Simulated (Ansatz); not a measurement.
**C2F4O (trifluoroacetyl fluoride): levels of theory compared**

Aim: a comparison of 6 runs (HF/STO-3G, HF/def2-SVP, PBE/6-31G*, wB97X/6-31G*, B3LYP/6-31G*, PBE/cc-pVTZ) of C2F4O (trifluoroacetyl fluoride). 

Program for the calculation: Ansatz 0.2.0.

8 further runs of the same task are left out: 2 for a known fault of the program, 1 that didn't finish, 5 set aside as unsound or not needed.

### Step 1. Starting point

C2F4O has 7 atoms, charge 0, and is taken as a singlet. SMILES: `O=C(F)C(F)(F)F`. The coordinates come from a PBE0-D4/def2-TZVP relaxation.

Bond lengths: O1–C2 1.172 Å, C2–F3 1.326 Å, C2–C4 1.542 Å, C4–F5 1.330 Å, C4–F6 1.330 Å, C4–F7 1.318 Å. Angles: O1–C2–F3 124.0°, O1–C2–C4 126.4°, F3–C2–C4 109.5°, C2–C4–F5 109.8°, C2–C4–F6 109.8°, C2–C4–F7 110.2°, F5–C4–F6 108.7°, F5–C4–F7 109.1°, F6–C4–F7 109.1°.

### Step 2. Energy and gradient at HF/STO-3G (run 1)

File molecule.yaml:

```yaml
crystal:
  periodic: [false, false, false]
  atoms:
    - symbol: O
      position_ang: [1.061180, -1.396170, 0.701140]
    - symbol: C
      position_ang: [0.088980, -0.798110, 0.435150]
    - symbol: F
      position_ang: [-1.136840, -1.201010, 0.739860]
    - symbol: C
      position_ang: [0.018150, 0.551850, -0.306440]
    - symbol: F
      position_ang: [-0.697880, 0.418270, -1.418740]
    - symbol: F
      position_ang: [-0.564330, 1.461580, 0.468830]
    - symbol: F
      position_ang: [1.230750, 0.963590, -0.619810]
basis:
  gaussian:
    orbitals: STO-3G
hamiltonian:
  xc: hf
accuracy: high
output:
  forces: true
  orbitals: {seedname: orbitals}
```

Run with:

```sh
$ ansatz run molecule.yaml --threads 1 --pin off --max-ram 3480MiB --events-out events.jsonl --progress --plain --runs-dir runs
```

What it wrote:

```text
Warning: RAYON_NUM_THREADS=1 ignored (pool sized by the plan → 1); use --threads N
Functional definition: HF
  name "HF"
  exchange = exact_x
  correlation = 0
757 factors; integrals over basis functions are off by at most 4.2e-8 eV
mean field evaluation 1: about -14704.8482 eV, gradient 5.6e1 eV
mean field evaluation 2: about -14705.1417 eV, gradient 5.7e1 eV
mean field evaluation 4: about -14715.1578 eV, gradient 4.7e0 eV
mean field evaluation 8: about -14715.2872 eV, gradient 1.8e-1 eV
mean field -14715.28730848 eV, -540.7768342066 hartree, gradient 1.5e-8 eV, S^2 0.000000; 0 other end points of the search recorded, 0 dependent functions left out
the calculation of the forces begins
reference -14715.28730848 eV, -540.7768342066 hartree; 28, 28 occupied and 7, 7 virtual orbitals, 757 factors
Total energy: -14715.28730848 eV, -540.7768342066 hartree
Atom 0 at     1.061180    -1.396170     0.701140 Å, force     4.017225    -2.541281     1.137297 eV/Å
Atom 1 at     0.088980    -0.798110     0.435150 Å, force    -2.507998     1.211918    -0.504476 eV/Å
Atom 2 at    -1.136840    -1.201010     0.739860 Å, force    -1.643401    -0.850090     0.579667 eV/Å
Atom 3 at     0.018150     0.551850    -0.306440 Å, force    -0.115958    -0.767983     0.436166 eV/Å
Atom 4 at    -0.697880     0.418270    -1.418740 Å, force    -1.685912    -0.292952    -2.561467 eV/Å
Atom 5 at    -0.564330     1.461580     0.468830 Å, force    -1.378011     2.105355     1.774458 eV/Å
Atom 6 at     1.230750     0.963590    -0.619810 Å, force     3.314054     1.135033    -0.861644 eV/Å
Dipole moment:    -0.093296     0.049671    -0.021411 e Å
```

Run time: 0.92 s. Hardware: 1 thread of Arm Neoverse V2, shared host; peak memory 0.09 GiB.

### Step 3. Energy and forces at HF/def2-SVP (run 2)

File in.yaml:

```yaml
crystal:
  periodic: [false, false, false]
  atoms:
    - symbol: O
      position_ang: [1.061180, -1.396170, 0.701140]
    - symbol: C
      position_ang: [0.088980, -0.798110, 0.435150]
    - symbol: F
      position_ang: [-1.136840, -1.201010, 0.739860]
    - symbol: C
      position_ang: [0.018150, 0.551850, -0.306440]
    - symbol: F
      position_ang: [-0.697880, 0.418270, -1.418740]
    - symbol: F
      position_ang: [-0.564330, 1.461580, 0.468830]
    - symbol: F
      position_ang: [1.230750, 0.963590, -0.619810]
basis:
  gaussian:
    orbitals: def2-SVP
accuracy: high
hamiltonian:
  xc: hf
output: {forces: true, orbitals: {seedname: orbitals}}
```

Run with:

```sh
$ ansatz run in.yaml --threads 1 --pin off --max-ram 3480MiB --events-out events.jsonl --progress --plain --runs-dir runs
```

What it wrote, shortened:

```text
Warning: RAYON_NUM_THREADS=1 ignored (pool sized by the plan → 1); use --threads N
Functional definition: HF
  name "HF"
[...]
2166 factors; integrals over basis functions are off by at most 3.1e-9 eV
[...]
mean field -14909.55432567 eV, -547.9160154096 hartree, gradient 1.1e-8 eV, S^2 0.000000; 0 other end points of the search recorded, 0 dependent functions left out
[...]
reference -14909.55432567 eV, -547.9160154096 hartree; 28, 28 occupied and 70, 70 virtual orbitals, 2166 factors
Total energy: -14909.55432567 eV, -547.9160154096 hartree
Atom 0 at     1.061180    -1.396170     0.701140 Å, force    -1.894051     1.185317    -0.529814 eV/Å
Atom 1 at     0.088980    -0.798110     0.435150 Å, force     0.475216    -1.079690     0.565317 eV/Å
Atom 2 at    -1.136840    -1.201010     0.739860 Å, force     1.324232     0.417983    -0.319059 eV/Å
Atom 3 at     0.018150     0.551850    -0.306440 Å, force    -0.024874     0.650413    -0.356257 eV/Å
Atom 4 at    -0.697880     0.418270    -1.418740 Å, force     0.716596     0.132511     1.140222 eV/Å
Atom 5 at    -0.564330     1.461580     0.468830 Å, force     0.579652    -0.933729    -0.789894 eV/Å
Atom 6 at     1.230750     0.963590    -0.619810 Å, force    -1.176770    -0.372804     0.289485 eV/Å
Dipole moment:    -0.108676     0.091921    -0.043910 e Å
```

Wall time 5.1 s (1 thread of Arm Neoverse V2, shared host); peak memory 0.31 GiB.

Runs 3 to 5 aren't shown in full; the table further down has their settings and results.

### Step 4. Energy and gradient at PBE/cc-pVTZ (run 6)

File run.yaml:

```yaml
basis:
  gaussian:
    orbitals: cc-pVTZ
crystal:
  periodic: [false, false, false]
  atoms:
    - {symbol: O, position_ang: [1.061180, -1.396170, 0.701140]}
    - {symbol: C, position_ang: [0.088980, -0.798110, 0.435150]}
    - {symbol: F, position_ang: [-1.136840, -1.201010, 0.739860]}
    - {symbol: C, position_ang: [0.018150, 0.551850, -0.306440]}
    - {symbol: F, position_ang: [-0.697880, 0.418270, -1.418740]}
    - {symbol: F, position_ang: [-0.564330, 1.461580, 0.468830]}
    - {symbol: F, position_ang: [1.230750, 0.963590, -0.619810]}
magnetization:
  spin_polarized: false
hamiltonian:
  xc: {name: PBE}
accuracy: high
output: {forces: true, orbitals: {seedname: orbitals}}
```

Run with:

```sh
$ ansatz run run.yaml --threads 1 --pin off --max-ram 3480MiB --events-out events.jsonl --progress --plain --runs-dir runs
```

What it wrote, shortened:

```text
Warning: RAYON_NUM_THREADS=1 ignored (pool sized by the plan → 1); use --threads N
Functional definition: PBE
  name "PBE"
[...]
3690 factors; integrals over basis functions are off by at most 1.6e-8 eV
[...]
mean field -14979.53087917 eV, -550.4876063188 hartree, gradient 6.7e-8 eV, S^2 0.000000; 0 other end points of the search recorded, 0 dependent functions left out
[...]
reference -14979.53088112 eV, -550.4876063905 hartree; 28, 28 occupied and 182, 182 virtual orbitals, 3690 factors
Total energy: -14979.53088112 eV, -550.4876063905 hartree
Atom 0 at     1.061180    -1.396170     0.701140 Å, force     1.308489    -0.809286     0.360096 eV/Å
Atom 1 at     0.088980    -0.798110     0.435150 Å, force    -0.273250     0.765973    -0.405551 eV/Å
Atom 2 at    -1.136840    -1.201010     0.739860 Å, force    -0.991980    -0.314664     0.240660 eV/Å
Atom 3 at     0.018150     0.551850    -0.306440 Å, force     0.018699    -0.527937     0.290102 eV/Å
Atom 4 at    -0.697880     0.418270    -1.418740 Å, force    -0.554151    -0.112234    -0.859925 eV/Å
Atom 5 at    -0.564330     1.461580     0.468830 Å, force    -0.450505     0.698158     0.606843 eV/Å
Atom 6 at     1.230750     0.963590    -0.619810 Å, force     0.942697     0.299991    -0.232225 eV/Å
Dipole moment:    -0.124363     0.089497    -0.041396 e Å
```

Wall time 32 s (1 thread of Arm Neoverse V2, shared host); peak memory 1 GiB.

### Step 5. All runs side by side

```tsv
run	level	Cartesian functions	energy (Eh)	dipole moment (D)	HOMO energy (eV)	LUMO energy (eV)	wall time
1	HF/STO-3G	no	-540.776834	0.52	-10.15	6.89	0.92 s
2	HF/def2-SVP	no	-547.916015	0.72	-14.80	2.74	5.1 s
3	PBE/6-31G* (spherical functions)	no	-550.256180	0.86	-7.69	-2.34	10 s
4	wB97X/6-31G* (spherical functions)	no	-550.674011	0.84	-12.16	1.10	35 s
5	B3LYP/6-31G* (Cartesian functions)	yes	-550.787367	0.83	-9.33	-1.59	13 s
6	PBE/cc-pVTZ	no	-550.487606	0.76	-8.15	-2.78	32 s
```

### Step 6. What came out

| quantity | value |
| --- | --- |
| run 6: total energy | -550.48761 Eh |
| run 6: dipole moment | 0.76 D |
| run 6: HOMO energy | -8.15 eV |
| run 6: LUMO energy | -2.78 eV |
| run 6: HOMO–LUMO gap | 5.37 eV |
| run 6: largest force on an atom | 1.580 eV/Å |

**Reading.** The dipole moment (its size) runs from 0.52 D (HF/STO-3G) to 0.86 D (PBE/6-31G*). The two ends differ in method and basis. The HOMO–LUMO gap runs from 5.35 eV (PBE/6-31G*) to 17.54 eV (HF/def2-SVP). Totals of different functionals can't be ranked against each other. In run 1 the basis is minimal, so the values are rough. All runs together took 96 s, the longest 35 s.
